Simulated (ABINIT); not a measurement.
Runs of ABINIT 10.8.3 (patched build) on GaGe3. It takes space group Fm-3m (No. 225, cubic). Conventional cell: a = 6.774 Å, b = 6.774 Å, c = 6.774 Å, α = 90.00°, β = 90.00°, γ = 90.00°. Ge (site symmetry m-3m) is surrounded by 8 Ge at 2.93 Å. Ge (site symmetry -43m) has 4 Ge at 2.93 Å and 4 Ga at 2.93 Å as nearest neighbours. Ga (site symmetry m-3m) has 8 Ge at 2.93 Å as nearest neighbours. The cell comes from a database or a generator and needn't be the stable form of this composition.

```csv
task,level,potentials or basis,cell,cutoff (eV),fine-grid cutoff,gap on the mesh (eV),pressure (GPa)
single point,PBEsol,PseudoDojo NC SR PBEsol v0.4.1 standard,"atoms moved at random, drawn with an rms of 0.05 Å",1088,-,none,-3.8
band structure,LDA,JTH PAW LDA v2.0,as given,599,1197.3 eV,none,(a)
single point,PBEsol,PseudoDojo NC SR PBEsol v0.4.1 standard,as given,1088,-,none,-3.9
band structure,PBEsol,PseudoDojo NC SR PBEsol v0.4.1 standard,as given,1088,-,none,-3.9
band structure,r2SCAN,JTH PAW PBE v2.0,as given,707,1306.15 eV,none,-2.3
```

Alike in all rows: no spin polarisation; k mesh 7 × 7 × 7; smearing fermi-dirac 0.05 eV.

Q: Estimate the missing entries.

A: (a) -5.9.

Caveats: the highest band is partly filled, so the run has too few bands (some runs); the PAW data sets were made with another functional, which shifts forces and pressure a little (some runs).

A k mesh can miss the band edges, and the runs leave out spin-orbit coupling on Ga, Ge.

A gap of «none» marks a metal or a gap under the smearing width.

Runs at the PBE level aren't shown here.
